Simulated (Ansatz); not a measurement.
# AlCdSn: the cost of one run

Method: DFT r2SCAN, scalar-relativistic, plane waves, PAW, in Ansatz 0.2.0.

### 1 The starting structure

The structure is hexagonal, space group P-6m2 (No. 187). Conventional cell: a = 4.645 Å, b = 4.645 Å, c = 5.225 Å, α = 90.00°, β = 90.00°, γ = 120.00°. Ba (site symmetry -6m2) is surrounded by 6 Al at 3.74 Å and 6 Sn at 3.74 Å. Al (site symmetry -6m2) is surrounded by 3 Sn at 2.68 Å. Sn (site symmetry -6m2) is surrounded by 3 Al at 2.68 Å.

As a file:

```xyz
3
Lattice="4.6449 0.0000 0.0000 -2.3225 4.0226 0.0000 0.0000 0.0000 5.2252" Properties=species:S:1:pos:R:3 pbc="T T T"
Ba    2.3225    1.3409    0.0000
Al    0.0000    0.0000    2.6126
Sn    0.0000    2.6817    2.6126
```

It goes back to an entry of the Materials Project, which need not be the stable form.

This cell was relaxed beforehand with the same method: volume 32.54 Å³/atom, gap on the mesh none (metal).

### 2 Swap Ba → Cd

The start of AlCdSn: fractional positions of relaxed BaAlSn, cell scaled by 0.895, a guess from tabulated radii.

### 3 Probe: one point at the start (AlCdSn)

input.yaml

```yaml
crystal:
  lattice:
    - [4.1586811431, 0.0, 0.0]
    - [-2.0793405715, 3.6015235161, 0.0]
    - [0.0, 0.0, 4.6782434283]
  atoms:
    - { symbol: Cd, position: [0.6666666667, 0.3333333333, 0.0] }
    - { symbol: Al, position: [0.0, 0.0, 0.5] }
    - { symbol: Sn, position: [0.3333333333, 0.6666666667, 0.5] }
basis:
  ecutwfc: 500
kpoints:
  mp_grid: { grid: [6, 6, 4] }
hamiltonian:
  xc: r2scan
scf:
  occupations: { method: gaussian, width: 0.1 }
output:
  forces: true
  stress: true
  eigenvalues: true
```

Launch:

```console
> ansatz run input.yaml --threads 1 --pin off --max-ram 1331MiB --backend cpu --events-out ev --progress --plain --runs-dir out
```

**Question.** How long does this run take on 1 thread of an Arm CPU, shared host, and how much memory does it need?

About 8 s, with a peak of 0.5 GiB.
